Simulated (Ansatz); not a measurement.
# As3P13: the cost of one run

Program: Ansatz 0.2.0. Level of theory: DFT PBE+D3(BJ), scalar-relativistic, plane waves, PAW. These are calculated values, not measurements.

That is the level of the relaxation; later steps name their own.

## 1. The starting structure

The structure is triclinic, space group P1 (No. 1). Conventional cell: a = 7.103 Å, b = 7.103 Å, c = 7.303 Å, α = 67.76°, β = 67.76°, γ = 77.08°. Around As (site symmetry 1) lie 2 P at 2.25 to 2.27 Å and 1 As at 2.25 Å. Around P (site symmetry 1) lie 3 P at 2.25 to 2.27 Å. Around As (site symmetry 1) lie 3 P at 2.25 to 2.27 Å. Around P (site symmetry 1) lie 2 P at 2.25 to 2.27 Å and 1 As at 2.25 Å. P (site symmetry 1) has 2 P at 2.25 Å and 1 As at 2.27 Å as nearest neighbours. Only part of the 16 independent sites is listed.

Coordinates:

```xyz
16
Lattice="1.6757 5.2974 4.4256 1.6757 5.2974 -4.4256 -5.0271 5.2974 0.0000" Properties=species:S:1:pos:R:3 pbc="T T T"
As    0.0000    1.0766    0.3571
P     1.6757    6.3740    0.3571
As    0.0000   11.6714    0.3571
P    -1.6757    6.3740    0.3571
P     0.0000    4.2207    2.5698
P     0.0000    4.2207   -1.8557
P    -1.6757    9.5181   -1.8557
P    -1.6757    9.5181    2.5698
P    -1.6757    4.2207   -0.3571
P     0.0000    9.5181   -0.3571
P    -1.6757   14.8154   -0.3571
P    -3.3514    9.5181   -0.3571
P     0.0000    6.3740    1.8557
P     0.0000    6.3740   -2.5698
As   -1.6757   11.6714   -2.5698
P    -1.6757   11.6714    1.8557
```

(A quick probe on a coarse mesh, which set the mesh and smearing, is not shown.)

## 3. Rough relaxation on the coarse mesh

The input, input.yaml:

```yaml
crystal:
  lattice:
    - [1.6757126, 5.29736185, 4.4255507]
    - [1.6757126, 5.29736185, -4.4255507]
    - [-5.02713779, 5.29736185, 0.0]
  atoms:
    - { symbol: As, position: [0.116555, 0.035875, 0.05081] }
    - { symbol: P, position: [0.616555, 0.535875, 0.05081] }
    - { symbol: As, position: [0.866555, 0.785875, 0.55081] }
    - { symbol: P, position: [0.366555, 0.285875, 0.55081] }
    - { symbol: P, position: [0.589125, 0.008445, 0.19919] }
    - { symbol: P, position: [0.089125, 0.508445, 0.19919] }
    - { symbol: P, position: [0.339125, 0.758445, 0.69919] }
    - { symbol: P, position: [0.839125, 0.258445, 0.69919] }
    - { symbol: P, position: [0.133445, 0.214125, 0.44919] }
    - { symbol: P, position: [0.633445, 0.714125, 0.44919] }
    - { symbol: P, position: [0.883445, 0.964125, 0.94919] }
    - { symbol: P, position: [0.383445, 0.464125, 0.94919] }
    - { symbol: P, position: [0.660875, 0.241555, 0.30081] }
    - { symbol: P, position: [0.160875, 0.741555, 0.30081] }
    - { symbol: As, position: [0.410875, 0.991555, 0.80081] }
    - { symbol: P, position: [0.910875, 0.491555, 0.80081] }
basis:
  ecutwfc: 420
kpoints:
  mp_grid: { grid: [4, 4, 4] }
hamiltonian:
  xc: pbe
  dispersion: d3bj
scf:
  occupations: { method: gaussian, width: 0.1 }
output:
  forces: true
  stress: true
  eigenvalues: true
relax:
  adjacent_minimum: "off"
  f_tol: 0.05
  max_steps: 80
  cell: { stress_tol: 0.5 }
```

The run is started by

```bash
$ ansatz run input.yaml --threads 4 --pin off --max-ram 10240MiB --backend cpu --events-out ev --progress --plain --runs-dir out
```

What time and memory should one allow on 4 threads of Intel Xeon Platinum 8488C (Sapphire Rapids), shared host?

About 1.7 min, with a peak of 1.2 GiB.
